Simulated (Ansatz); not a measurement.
# C₄H₁₂N₂Si: small, medium and large basis sets

Aim: see how fast density functionals converge with the basis set for C₄H₁₂N₂Si.

Method: one geometry, several basis sets; program: Ansatz 0.2.0, Gaussian basis.

The runs, in order: PBE0-D4/def2-SVP; ωB97M-V/def2-SVP; PBE0-D4/def2-QZVPP; ωB97M-V/def2-QZVPP; the functionals' def2-TZVPP values are taken from earlier runs.

### Step 1. Structure used throughout

The geometry comes from an earlier relaxation with PBE0-D4/def2-TZVP; it is a stationary point, not always the lowest conformer.

19 atoms, charge 0, spin multiplicity 1.

Atoms are counted from 1 here; the program's logs count them from 0.

Bond lengths: C1–N2 1.446 Å, C1–H8 1.098 Å, C1–H9 1.098 Å, C1–H10 1.094 Å, N2–C3 1.443 Å, N2–Si4 1.730 Å, C3–H11 1.099 Å, C3–H12 1.089 Å, C3–H13 1.098 Å, Si4–N5 1.730 Å, N5–C6 1.443 Å, N5–C7 1.446 Å, C6–H14 1.099 Å, C6–H15 1.089 Å, C6–H16 1.098 Å, C7–H17 1.098 Å, C7–H18 1.094 Å, C7–H19 1.098 Å. Angles: N2–C1–H8 111.6°, N2–C1–H9 111.3°, N2–C1–H10 110.0°, H8–C1–H9 107.7°, H8–C1–H10 107.7°, H9–C1–H10 108.3°, C1–N2–C3 112.7°, C1–N2–Si4 116.9°, C3–N2–Si4 129.9°, N2–C3–H11 112.5°, N2–C3–H12 110.8°, N2–C3–H13 110.0°, H11–C3–H12 108.5°, H11–C3–H13 107.1°, H12–C3–H13 107.7°, N2–Si4–N5 104.5°, Si4–N5–C6 129.9°, Si4–N5–C7 116.9° and more.

### Step 2. PBE0-D4 in def2-SVP

Input file in.yaml:

```yaml
crystal:
  periodic: [false, false, false]
  atoms:
    - {symbol: C, position_ang: [2.771011, -0.292067, -0.382329]}
    - {symbol: N, position_ang: [1.327259, -0.339148, -0.318803]}
    - {symbol: C, position_ang: [0.822639, -1.676420, -0.124126]}
    - {symbol: Si, position_ang: [0.479190, 1.128000, -0.666267]}
    - {symbol: N, position_ang: [-1.098441, 0.885257, 0.000548]}
    - {symbol: C, position_ang: [-1.521783, 0.047734, 1.096075]}
    - {symbol: C, position_ang: [-2.152362, 1.751802, -0.478013]}
    - {symbol: H, position_ang: [3.227504, -0.558208, 0.579917]}
    - {symbol: H, position_ang: [3.159724, -0.985142, -1.139961]}
    - {symbol: H, position_ang: [3.101636, 0.718262, -0.639325]}
    - {symbol: H, position_ang: [1.025600, -2.060008, 0.885426]}
    - {symbol: H, position_ang: [-0.251650, -1.714282, -0.297857]}
    - {symbol: H, position_ang: [1.300538, -2.364671, -0.833282]}
    - {symbol: H, position_ang: [-2.223162, -0.736714, 0.779467]}
    - {symbol: H, position_ang: [-0.666229, -0.427050, 1.573910]}
    - {symbol: H, position_ang: [-2.035057, 0.653038, 1.854454]}
    - {symbol: H, position_ang: [-2.966068, 1.180592, -0.943563]}
    - {symbol: H, position_ang: [-1.757650, 2.441434, -1.229501]}
    - {symbol: H, position_ang: [-2.584400, 2.343492, 0.339730]}
basis:
  gaussian: {orbitals: def2-SVP}
hamiltonian: {xc: pbe0, dispersion: d4}
output: {orbitals: {seedname: orbitals}}
```

Run with:

```console
ansatz run in.yaml --threads 2 --pin off --events-out ev --progress --plain --max-ram 32768MiB --backend cpu
```

The runs that follow: ωB97M-V in def2-SVP; PBE0-D4 in def2-QZVPP; ωB97M-V in def2-QZVPP.

**Question.** What will the summary of the whole plan be? Wanted: PBE0-D4: double and triple zeta above quadruple; ωB97M-V: double and triple zeta above quadruple.

**Answer**, as computed:

| quantity | value |
| --- | --- |
| PBE0-D4: double and triple zeta above quadruple | 11.58, 0.69 eV |
| ωB97M-V: double and triple zeta above quadruple | 11.99, 0.67 eV |

PBE0-D4 gains 10.89 eV from double to triple zeta, then 0.69 eV more. Total energies overstate the basis error of differences, where much of it tends to cancel. The LUMO of ωB97M-V is positive and keeps falling with the basis (1.64 to 1.03 eV): an unbound level that the basis holds in place.
